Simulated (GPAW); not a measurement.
The system is HPbNO4.

```
H Pb N O
1.0
     3.85404    0.14384    0.09012
    -0.25320    5.52698    0.16471
    -0.48197   -1.92720    5.72025
H Pb N O
1 1 1 4
Direct
  0.10913 0.65718 0.54463
  0.61029 0.52127 0.15100
  0.91580 0.96263 0.95867
  0.01384 0.13639 0.88084
  0.72398 0.01057 0.12858
  0.00389 0.73732 0.87043
  0.11927 0.59324 0.37651
```

The cell was built by a generator and needn't be a form met in nature.

Base run:

```yaml
Program: GPAW 26.7.0
Functional: BLYP
Potentials_or_basis: PAW data sets generated in the run's folder for this functional
Cutoff: 800 eV
Basis: pw
k_mesh: 5 × 4 × 4
Occupations: fermi-dirac, width 0.05 eV
Spin: no spin polarisation
```

Its results: band gap on the k mesh 3.11 eV, indirect (least direct gap 3.18 eV); pressure 1.7 GPa; largest force 0.526 eV/Å.

Problem. After a change of settings the same cell gave: band gap on the k mesh 3.15 eV, indirect (least direct gap 3.22 eV); pressure -2.0 GPa; largest force 0.554 eV/Å. Which change was it?
A. functional from BLYP to PW91
B. functional from BLYP to RPBE; potentials or basis from PAW data sets generated in the run's folder for this functional to the program's PAW data sets (release 1.2.1) made for this functional
C. functional from BLYP to r2SCAN; potentials or basis from PAW data sets generated in the run's folder for this functional to GPAW PAW data sets (gpaw-data 1.2.1)
D. functional from BLYP to AM05

Solution. D.

AM05 binds more tightly than BLYP, so the same cell stands under less pressure.

Caveats: spin-orbit coupling is left out, which as a rule narrows the gap of such compounds by several tenths of an eV.

Not every run made on this cell is shown here.
